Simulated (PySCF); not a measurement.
# C₂H₁₀FNSi₂: electronic excitations

Wanted: the electronic excitations of C₂H₁₀FNSi₂ (`C[C@@H]([SiH3])N[SiH2]F`), by calculation.

Programs: PySCF 2.14.0, with density-fitted response routines of our own. Each step states its level of theory. These are calculated values for one molecule in the gas phase, unless marked as measured. Atoms are numbered from 0 throughout.

### Step 1. The starting structure

16 atoms, charge 0, multiplicity 1; geometry from: GFN2-xTB.

Bonds of the start (Å): C0–C1 1.53, C1–Si2 1.92, C1–N3 1.45, N3–Si4 1.70, Si4–F5 1.61, C0–H6 1.09, C0–H7 1.09, C0–H8 1.09, C1–H9 1.09, Si2–H10 1.46, Si2–H11 1.46, Si2–H12 1.47, N3–H13 1.01, Si4–H14 1.46, Si4–H15 1.46.

### Step 2. TDDFT and polarisability: CAM-B3LYP/def2-SVPD

Job settings and geometry (Å):

```
{"job": {"kind": "uv", "xc": "CAM-B3LYP", "basis": "def2-SVPD", "nstates": 8, "ntriplets": 3}, "charge": 0, "multiplicity": 1}
C     -1.297622     1.363904     0.046462
C     -0.410524     0.152936     0.334010
Si    -1.360146    -1.500558     0.132476
N      0.761766     0.184933    -0.519996
Si     2.378865     0.049938    -0.010015
F      3.219009     0.237449    -1.370342
H     -0.736048     2.286739     0.183015
H     -1.656939     1.334804    -0.980688
H     -2.157112     1.373733     0.712589
H     -0.042663     0.235257     1.361935
H     -2.468663    -1.532108     1.087238
H     -0.433790    -2.604620     0.376042
H     -1.872139    -1.566759    -1.238995
H      0.537764     0.100916    -1.499563
H      2.786469    -1.257291     0.500853
H      2.744174     1.149671     0.873568
```

Method: TDDFT CAM-B3LYP/def2-SVPD, vertical, gas phase, core orbitals frozen in the response.

Launch:

```sh
> OMP_NUM_THREADS=1 python probes_run.py task.json out
```

This one command runs all jobs of the session in turn.

Predict these results of the whole session: lowest singlet (CAM-B3LYP/def2-SVPD); brightest single state of those computed; lowest triplet; surface potential, 1st and 99th percentile.

**Answer**, as computed:

| quantity | value |
| --- | --- |
| lowest singlet (CAM-B3LYP/def2-SVPD) | 5.55 eV (223 nm), f = 0.007 |
| brightest single state of those computed | state 5, 7.28 eV, f = 0.171 |
| lowest triplet | 5.35 eV |
| surface potential, 1st and 99th percentile | -1.15 V and 1.59 V |

The first singlet state (HOMO→LUMO 0.90) lies at 5.55 eV and is weak; of the 8 states computed, the strongest absorption comes from state 5 at 7.28 eV. The lowest triplet lies 0.20 eV below the lowest singlet (triplets in Tamm-Dancoff, singlets in full TDDFT).
